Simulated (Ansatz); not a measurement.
**C₂H₇OY: small, medium and large basis sets**

Aim: see how fast density functionals converge with the basis set for C₂H₇OY.

The runs use Ansatz 0.2.0, Gaussian basis; one geometry, several basis sets.

The runs, in order: PBE0-D4/def2-SVP; ωB97M-V/def2-SVP; PBE0-D4/def2-QZVPP; ωB97M-V/def2-QZVPP; the functionals' def2-TZVPP values are taken from earlier runs.

1 further run of the same task is left out (for a known fault of the program).

**1. Structure used throughout**

An earlier PBE0-D4 in a triple-zeta def2 set relaxation fixed the geometry. Y takes the def2 core potential; no spin-orbit term is included.

SMILES `[CH3][Y]([CH3])[OH]`, 11 atoms, charge 0, spin multiplicity 1.

Atoms are counted from 1 here; the program's logs count them from 0.

Bond lengths: C1–Y2 2.359 Å, C1–H5 1.097 Å, C1–H6 1.100 Å, C1–H7 1.100 Å, Y2–C3 2.359 Å, Y2–O4 2.004 Å, C3–H8 1.099 Å, C3–H9 1.099 Å, C3–H10 1.098 Å, O4–H11 0.953 Å. Angles: Y2–C1–H5 115.7°, Y2–C1–H6 109.3°, Y2–C1–H7 112.7°, H5–C1–H6 106.1°, H5–C1–H7 106.8°, H6–C1–H7 105.5°, C1–Y2–C3 110.4°, C1–Y2–O4 115.4°, C3–Y2–O4 115.1°, Y2–C3–H8 110.6°, Y2–C3–H9 111.9°, Y2–C3–H10 115.3°, H8–C3–H9 106.0°, H8–C3–H10 105.7°, H9–C3–H10 106.8°, Y2–O4–H11 170.7°.

As a file:

```mol
C2H7OY
  3D, bonds by distance, orders not assigned

 11 10  0  0  0  0  0  0  0  0999 V2000
   -0.6764    1.7298   -0.8516 C   0  0
    0.1284   -0.4821   -0.6941 Y   0  0
    1.3856   -0.7629    1.2824 C   0  0
   -1.2255   -1.9156   -1.0497 O   0  0
   -1.3876    1.9204   -1.6647 H   0  0
   -1.1988    1.9931    0.0798 H   0  0
    0.1310    2.4696   -0.9555 H   0  0
    0.7211   -0.9221    2.1431 H   0  0
    1.9803    0.1307    1.5197 H   0  0
    2.0796   -1.6142    1.2812 H   0  0
   -1.9378   -2.5467   -1.0904 H   0  0
  1  2  8  0
  2  3  8  0
  2  4  8  0
  1  5  8  0
  1  6  8  0
  1  7  8  0
  3  8  8  0
  3  9  8  0
  3 10  8  0
  4 11  8  0
M  END
```

**2. PBE0-D4 in def2-SVP**

Contents of in.yaml:

```yaml
crystal:
  periodic: [false, false, false]
  atoms:
    - {symbol: C, position_ang: [-0.676373, 1.729796, -0.851642]}
    - {symbol: Y, position_ang: [0.128367, -0.482138, -0.694135]}
    - {symbol: C, position_ang: [1.385552, -0.762874, 1.282370]}
    - {symbol: O, position_ang: [-1.225452, -1.915641, -1.049653]}
    - {symbol: H, position_ang: [-1.387641, 1.920403, -1.664686]}
    - {symbol: H, position_ang: [-1.198754, 1.993124, 0.079803]}
    - {symbol: H, position_ang: [0.130982, 2.469583, -0.955533]}
    - {symbol: H, position_ang: [0.721114, -0.922058, 2.143107]}
    - {symbol: H, position_ang: [1.980339, 0.130737, 1.519653]}
    - {symbol: H, position_ang: [2.079649, -1.614190, 1.281153]}
    - {symbol: H, position_ang: [-1.937784, -2.546742, -1.090447]}
basis:
  gaussian: {orbitals: def2-SVP}
hamiltonian: {xc: pbe0, dispersion: d4}
output: {orbitals: {seedname: orbitals}}
```

Command:

```sh
$ ansatz run in.yaml --threads 4 --pin off --events-out ev --progress --plain --max-ram 10444MiB
```

The runs that follow: ωB97M-V in def2-SVP; PBE0-D4 in def2-QZVPP; ωB97M-V in def2-QZVPP.

Q: Predict the results of all the runs planned. Wanted: PBE0-D4: double and triple zeta above quadruple; ωB97M-V: double and triple zeta above quadruple.

As calculated:

| quantity | value |
| --- | --- |
| PBE0-D4: double and triple zeta above quadruple | 5.63, 0.33 eV |
| ωB97M-V: double and triple zeta above quadruple | 5.89, 0.32 eV |

In words: PBE0-D4 gains 5.30 eV from double to triple zeta, then 0.33 eV more. These are total energies; as a rule much of such shifts cancels in differences, which this series doesn't test.
